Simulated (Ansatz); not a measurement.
**Si₂H₅Br: small, medium and large basis sets**

The task here is to estimate one member of a computed series from the others.

Program: Ansatz 0.2.0, Gaussian basis. Level of theory: one geometry, several basis sets. These are calculated values, not measurements.

Plan: PBE0-D4/def2-SVP; ωB97M-V/def2-SVP; PBE0-D4/def2-QZVPP; ωB97M-V/def2-QZVPP; the functionals' def2-TZVPP values are taken from earlier runs.

## The geometry

All runs share one geometry, relaxed beforehand with PBE0-D4 in a triple-zeta def2 set.

SMILES `[SiH3][SiH2]Br`, 8 atoms, charge 0, spin multiplicity 1.

Atoms are counted from 1 here; the program's logs count them from 0.

Bond lengths: Si1–Si2 2.336 Å, Si1–H4 1.488 Å, Si1–H5 1.486 Å, Si1–H6 1.485 Å, Si2–Br3 2.231 Å, Si2–H7 1.485 Å, Si2–H8 1.485 Å. Angles: Si2–Si1–H4 109.7°, Si2–Si1–H5 109.3°, Si2–Si1–H6 109.4°, H4–Si1–H5 109.3°, H4–Si1–H6 109.4°, H5–Si1–H6 109.6°, Si1–Si2–Br3 108.3°, Si1–Si2–H7 112.2°, Si1–Si2–H8 112.1°, Br3–Si2–H7 107.6°, Br3–Si2–H8 107.6°, H7–Si2–H8 109.0°.

The first run:

The input, in.yaml:

```yaml
crystal:
  periodic: [false, false, false]
  atoms:
    - {symbol: Si, position_ang: [-0.689978, 0.902717, -0.398418]}
    - {symbol: Si, position_ang: [0.515824, -0.969414, 0.308822]}
    - {symbol: Br, position_ang: [2.500829, -0.280190, 1.059213]}
    - {symbol: H, position_ang: [-2.023513, 0.479592, -0.905718]}
    - {symbol: H, position_ang: [0.056167, 1.586166, -1.486038]}
    - {symbol: H, position_ang: [-0.870854, 1.834043, 0.744640]}
    - {symbol: H, position_ang: [-0.159838, -1.684177, 1.420867]}
    - {symbol: H, position_ang: [0.763463, -1.925937, -0.799269]}
basis:
  gaussian: {orbitals: def2-SVP}
hamiltonian: {xc: pbe0, dispersion: d4}
output: {orbitals: {seedname: orbitals}}
```

Steps of the session up to this table: PBE0-D4 in def2-SVP; ωB97M-V in def2-SVP; PBE0-D4 in def2-QZVPP; ωB97M-V in def2-QZVPP.

One table of the session follows, with a row left open; its other results are not shown here.

It belongs to the step «Functionals by basis». 

| functional | basis | HOMO (eV) |
| --- | --- | --- |
| PBE0-D4 | def2-SVP | -7.95 |
| PBE0-D4 | def2-TZVPP | -8.00 |
| PBE0-D4 | def2-QZVPP | -8.00 |
| ωB97M-V | def2-SVP | ? |
| ωB97M-V | def2-TZVPP | -10.06 |
| ωB97M-V | def2-QZVPP | -10.07 |

Q: Estimate the row for ωB97M-V, def2-SVP from the others.

The run gave: HOMO (eV): -9.98. In the column «HOMO (eV)» it lies between ωB97M-V, def2-TZVPP (-10.06) and PBE0-D4, def2-TZVPP (-8.00).
